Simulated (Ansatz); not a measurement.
# Rb2MnAgF6: the cost of one run

Program: Ansatz 0.2.0. Level of theory: DFT PBE, scalar-relativistic, plane waves, PAW. These are calculated values, not measurements.

## Step 1: The structure to begin with

Symmetry: Fm-3m, No. 225, cubic system. Conventional cell: a = 8.774 Å, b = 8.774 Å, c = 8.774 Å, α = 90.00°, β = 90.00°, γ = 90.00°. Rb (site symmetry -43m) has 12 F at 3.11 Å as nearest neighbours. Mn (site symmetry m-3m) has 6 F at 1.97 Å as nearest neighbours. Ag (site symmetry m-3m) has 6 F at 2.41 Å as nearest neighbours. F (site symmetry 4mm) has 1 Mn at 1.97 Å and 1 Ag at 2.41 Å as nearest neighbours.

As a file:

```cif
data_structure
_symmetry_space_group_name_H-M 'Fm-3m'
_symmetry_Int_Tables_number 225
_cell_length_a 8.7738
_cell_length_b 8.7738
_cell_length_c 8.7738
_cell_angle_alpha 90.000
_cell_angle_beta 90.000
_cell_angle_gamma 90.000
_cell_volume 675.41
loop_
_atom_site_label
_atom_site_type_symbol
_atom_site_symmetry_multiplicity
_atom_site_Wyckoff_symbol
_atom_site_fract_x
_atom_site_fract_y
_atom_site_fract_z
_atom_site_occupancy
Rb1 Rb 8 c 0.25000 0.75000 0.75000 1
Mn1 Mn 4 a 0.00000 0.00000 0.00000 1
Ag1 Ag 4 b 0.50000 0.00000 0.00000 1
F1 F 24 e 0.50000 0.00000 0.72485 1
```

The structure comes from the Materials Project (structure only).

## Step 2: The base run

The input, input.yaml:

```yaml
crystal:
  lattice:
    - [0.0, 4.3869114426, 4.3869114426]
    - [4.3869114426, 0.0, 4.3869114426]
    - [4.3869114426, 4.3869114426, 0.0]
  atoms:
    - { symbol: Rb, position: [0.25, 0.25, 0.25] }
    - { symbol: Rb, position: [0.75, 0.75, 0.75] }
    - { symbol: Mn, position: [0.0, 0.0, 0.0], spin: 4.0 }
    - { symbol: Ag, position: [0.5, 0.5, 0.5] }
    - { symbol: F, position: [0.224849, 0.224849, 0.775151] }
    - { symbol: F, position: [0.224849, 0.775151, 0.775151] }
    - { symbol: F, position: [0.775151, 0.775151, 0.224849] }
    - { symbol: F, position: [0.224849, 0.775151, 0.224849] }
    - { symbol: F, position: [0.775151, 0.224849, 0.775151] }
    - { symbol: F, position: [0.775151, 0.224849, 0.224849] }
magnetization:
  spin_polarized: true
basis:
  ecutwfc: 420
  fft_grid_basis: typed
kpoints:
  mp_grid: { grid: [6, 6, 6] }
hamiltonian:
  xc: pbe
  pseudopotentials: { kind: paw }
scf:
  occupations: { method: gaussian, width: 0.05 }
output:
  forces: true
  stress: true
  eigenvalues: true
  bader: true
  write_density: true
  volumetric_format: npy
  populations: true
  elf: true
```

Started as:

```console
> ansatz run input.yaml --threads 2 --pin off --max-ram 4096MiB --backend cpu --events-out ev --progress --plain --runs-dir out
```

Q: Estimate wall time and peak memory on 2 threads of Arm Neoverse N1, shared host.

About 80 s, with a peak of 0.64 GiB.
